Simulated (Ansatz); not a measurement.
## AlGaAs2: equation of state with PBE

The system is AlGaAs2.

```
CELL_PARAMETERS angstrom
2.00566 1.15797 6.54588
-2.00566 1.15797 6.54588
0.00000 -2.31594 6.54588
ATOMIC_POSITIONS crystal
As 0.37473 0.37473 0.37473
As 0.87516 0.87516 0.87516
Ga 0.49987 0.49987 0.49987
Al 0.00024 0.00024 0.00024
```

The cell comes from a database or a generator and needn't be the stable form of this composition.

| Property | Result |
| --- | --- |
| Program | Ansatz 0.2.0 |
| Task | equation of state |
| Functional | PBE |
| Potentials or basis | Ansatz PAW |
| Cutoff | 420 eV |
| Density cutoff | 1680 eV |
| k mesh | 8 × 8 × 8 |
| Occupations | fermi-dirac, width 0.05 eV |
| Spin | no spin polarisation |

```yaml
Equilibrium_volume: 23.60 Å³/atom
Bulk_modulus_at_fixed_shape_and_positions: 64 GPa
Pressure_derivative_of_the_bulk_modulus: 4.5
```

Energy against volume, from the lowest point:
```tsv
volume (Å³/atom)	energy (meV/atom)
21.436	47.45
21.892	28.43
22.348	14.69
22.804	5.68
23.260	0.93
23.716	0.00
24.172	2.51
```

All runs of the series together: 55 s on 2 threads of Arm Neoverse V2 (shared host).

Caveat: the cell was scaled at fixed shape and fractional positions, which overstates the stiffness of a crystal with free parameters, most of all of layers and chains.
